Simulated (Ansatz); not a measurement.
# CH₇FO₃Si₂: one species, many methods

The task here is to estimate one member of a computed series from the others.

Computed with Ansatz 0.2.0, Gaussian basis. Level: functionals in def2-TZVPP, the program's frozen cores in correlated methods.

Plan: PBE-D4, r2SCAN-D4, PBE0-D4, B3LYP-D4, ωB97X-V, ωB97M-V, B2PLYP; CCSD(T)/def2-TZVPP; MP2/def2-QZVPP; extrapolation to the limit.

## The geometry

All runs share one geometry, relaxed beforehand with PBE0-D4 in a triple-zeta def2 set.

SMILES `CO[SiH2]O[SiH](O)F`, 14 atoms, charge 0, spin multiplicity 1.

Atoms are counted from 1 here; the program's logs count them from 0.

Bond lengths: C1–O2 1.414 Å, C1–H8 1.095 Å, C1–H9 1.095 Å, C1–H10 1.090 Å, O2–Si3 1.650 Å, Si3–O4 1.625 Å, Si3–H11 1.483 Å, Si3–H12 1.483 Å, O4–Si5 1.631 Å, Si5–O6 1.620 Å, Si5–F7 1.589 Å, Si5–H13 1.467 Å, O6–H14 0.965 Å. Angles: O2–C1–H8 111.2°, O2–C1–H9 111.3°, O2–C1–H10 108.3°, H8–C1–H9 108.9°, H8–C1–H10 108.6°, H9–C1–H10 108.5°, C1–O2–Si3 122.9°, O2–Si3–O4 105.6°, O2–Si3–H11 110.4°, O2–Si3–H12 109.6°, O4–Si3–H11 109.8°, O4–Si3–H12 110.8°, H11–Si3–H12 110.6°, Si3–O4–Si5 138.2°, O4–Si5–O6 110.5°, O4–Si5–F7 107.3°, O4–Si5–H13 110.7°, O6–Si5–F7 110.6° and more.

The first run:

in.yaml reads:

```yaml
crystal:
  periodic: [false, false, false]
  atoms:
    - {symbol: C, position_ang: [-0.550783, -0.373434, -2.250476]}
    - {symbol: O, position_ang: [-0.266888, -0.049979, -0.903968]}
    - {symbol: Si, position_ang: [1.211514, -0.299821, -0.215466]}
    - {symbol: O, position_ang: [1.034925, 0.092292, 1.351676]}
    - {symbol: Si, position_ang: [-0.165010, 0.522983, 2.368560]}
    - {symbol: O, position_ang: [-1.449021, 1.056359, 1.536425]}
    - {symbol: F, position_ang: [-0.546096, -0.763232, 3.220114]}
    - {symbol: H, position_ang: [0.014219, 0.264412, -2.937790]}
    - {symbol: H, position_ang: [-0.317436, -1.421592, -2.465582]}
    - {symbol: H, position_ang: [-1.615329, -0.213570, -2.423984]}
    - {symbol: H, position_ang: [2.228592, 0.579566, -0.840634]}
    - {symbol: H, position_ang: [1.594895, -1.725385, -0.361750]}
    - {symbol: H, position_ang: [0.298144, 1.545193, 3.312902]}
    - {symbol: H, position_ang: [-1.471734, 0.786207, 0.609974]}
basis:
  gaussian: {orbitals: def2-TZVPP}
hamiltonian: {xc: pbe, dispersion: d4}
output: {forces: true, orbitals: {seedname: orbitals}}
```

Run with:

```console
ansatz run in.yaml --threads 2 --pin off --events-out ev --progress --plain --max-ram 22528MiB --backend cuda --devices 0, --max-vram 18GiB
```

Among the steps run: PBE-D4 (GGA); r2SCAN-D4 (meta-GGA); PBE0-D4 (hybrid); B3LYP-D4 (hybrid); ωB97X-V (range-separated); ωB97M-V (range-separated); B2PLYP (double hybrid); CCSD(T) in def2-TZVPP; MP2 in def2-QZVPP.

One of the session's tables, all rows but one given; the rest of the session is left out.

It belongs to the step «Atomisation energies». 

```
            method  atomisation energy (kJ/mol)
            PBE-D4                       5606.7
         r2SCAN-D4                       5578.9
           PBE0-D4                       5504.9
          B3LYP-D4                       5550.5
           ωB97X-V                       5591.5
           ωB97M-V                       5590.9
            B2PLYP                       5516.0
     HF/def2-TZVPP                            ?
    MP2/def2-TZVPP                       5579.2
   CCSD/def2-TZVPP                       5368.6
CCSD(T)/def2-TZVPP                       5443.8
           MP2/CBS                       5744.1
       CCSD(T)/CBS                       5608.7
```

**Question.** Estimate the row for HF/def2-TZVPP.

The run gave: atomisation energy (kJ/mol): 4092.6. In the column «atomisation energy (kJ/mol)» it is the lowest.

Caveats from the session: Free atoms (1 C, 3 O, 2 Si, 1 F, 7 H) were run apart at each level; the atomisation energy is their sum less the molecule, without zero-point or spin-orbit terms.
